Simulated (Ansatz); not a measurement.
# Sc3Al and its elements: a formation energy from the elements

Computed with the Python package of Ansatz (0.2.0).

Typed at the interpreter:
```pycon
>>> from collections import Counter
>>> import warnings
>>> import ansatz as az
>>> import numpy as np
>>> params = {
...     "functional": "pbesol",
...     "cutoff": 500,
...     "kspacing": 0.15,
...     "occupations": "fermi_dirac",
...     "smearing_width": 0.1,
... }
>>> PHASES = {
...     "Sc3Al": (
...         [(4.43199, 0.0, 0.0), (0.0, 4.43199, 0.0), (0.0, 0.0, 4.43199)],
...         [
...             ("Sc", (0.5, 0.0, 0.5)),
...             ("Sc", (0.0, 0.5, 0.5)),
...             ("Sc", (0.5, 0.5, 0.0)),
...             ("Al", (0.0, 0.0, 0.0)),
...         ],
...     ),
...     "Sc": (
...         [(3.309, 0.0, 0.0), (-1.6545, 2.86568, 0.0), (0.0, 0.0, 5.2733)],
...         [
...             ("Sc", (1 / 3, 2 / 3, 0.25)),
...             ("Sc", (2 / 3, 1 / 3, 0.75)),
...         ],
...     ),
...     "Al": (
...         [(0.0, 2.02481, 2.02481), (2.02481, 0.0, 2.02481), (2.02481, 2.02481, 0.0)],
...         [
...             ("Al", (0.0, 0.0, 0.0)),
...         ],
...     ),
... }
>>> def build(vectors, sites):
...     crystal = az.Crystal(lattice=az.Lattice.of(vectors))
...     for symbol, position in sites:
...         crystal = crystal.atom(symbol, position)
...     return crystal
...
>>> def compute(name, crystal):
...     calc = (
...         crystal.calculation()
...         .functional(params["functional"])
...         .basis(params["cutoff"])
...         .kpoints(spacing=params["kspacing"])
...         .occupations(params["occupations"], width=params["smearing_width"])
...         .stress()
...     )
...     calc = calc.relax(force_tolerance=0.02, cell=True)
...     return calc.run()
...
>>> def counts(outcome):
...     return Counter(site.symbol for site in outcome.lattice.sites)
...
>>> def formation_energy(outcome, mu):
...     n = counts(outcome)
...     return (outcome.report["energy_sigma0_ev"] - sum(k * mu[element] for element, k in n.items())) / sum(n.values())
...
>>> def volume_per_atom(outcome):
...     return abs(np.linalg.det(outcome.lattice.cell_ang)) / len(outcome.lattice.sites)
...
>>> warnings.simplefilter("ignore")
>>> phases = {name: build(*cell) for name, cell in PHASES.items()}
>>> done = {}
>>> for name, crystal in phases.items():
...     done[name] = compute(name, crystal)
...     print(f"{name}: {done[name].report['energy_sigma0_ev']:.4f} eV, {len(done[name].lattice.sites)} atoms")
...
Sc3Al: -6859.6985 eV, 4 atoms
Sc: -4222.7412 eV, 2 atoms
Al: -524.5465 eV, 1 atoms
>>> # energy of one atom in its reference phase
>>> references = {"Sc": "Sc", "Al": "Al"}
>>> mu = {element: done[name].report["energy_sigma0_ev"] / len(done[name].lattice.sites) for element, name in references.items()}
>>> target = done["Sc3Al"]
>>> heat = formation_energy(target, mu)
>>> n = counts(target)
>>> print("cell content:", dict(n), " volume", round(volume_per_atom(target), 3), "A^3/atom")
cell content: {<Element.SC: 'Sc'>: 3, <Element.AL: 'Al'>: 1}  volume 20.976 A^3/atom
>>> print("formation energy", round(heat, 4), "eV/atom,", round(heat * sum(n.values()), 4), "eV per cell")
formation energy -0.26 eV/atom, -1.0402 eV per cell
>>> print("bound against the elements" if heat < 0 else "unbound against the elements")
bound against the elements
```

Total energies depend on the potentials; only differences at equal settings carry meaning. Spin is left out of this run. The cells come from databases of deposited and of computed structures, and not all need be stable phases. The compound is the structure given, not necessarily its lowest; energies are at zero temperature, with no correction for gases. A semilocal functional's error on such energies is often 0.05 to 0.1 eV an atom, and 0.1 to 0.3 eV against gases such as O2 or F2. Run time: 71 s on 1 thread of Arm Neoverse V2, on a shared host, peak memory 0.53 GiB.
